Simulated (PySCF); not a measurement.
Molecule: FBSClH, in a box.

```
F B S Cl H
1.0
    13.00000    0.00000    0.00000
     0.00000   12.00000    0.00000
     0.00000    0.00000   11.00000
F B S Cl H
1 1 1 1 1
Cartesian
  6.0103 5.0122 6.4618
  6.1152 6.0278 5.6273
  7.5999 7.0297 5.5359
  4.7640 6.4031 4.5819
  8.2620 6.3472 6.4861
```

Base run:

| Item | Value |
| --- | --- |
| Program | PySCF 2.14.0 |
| Functional | SCAN0 |
| Potentials or basis | pob-tzvp-rev2 (all-electron) |
| k mesh | 1 × 1 × 1 |
| Occupations | fixed |
| Spin | no spin polarisation |

Its results: gap between the frontier levels 8.53 eV.

Problem. The run is repeated on the same cell with these changes: functional from SCAN0 to PBE. What comes out?

Solution. Gap between the frontier levels 5.85 eV.

SCAN0 gives the wider gap, since exact exchange removes part of the self-interaction.

Caveats: this is a molecule in a periodic box at the Γ point, so its band gap is the HOMO-LUMO gap; the basis of atomic orbitals isn't converged, which shifts pressures, moduli and gaps; this basis is made for solids and lacks diffuse functions, so gaps of a molecule come out too wide by an eV or more.

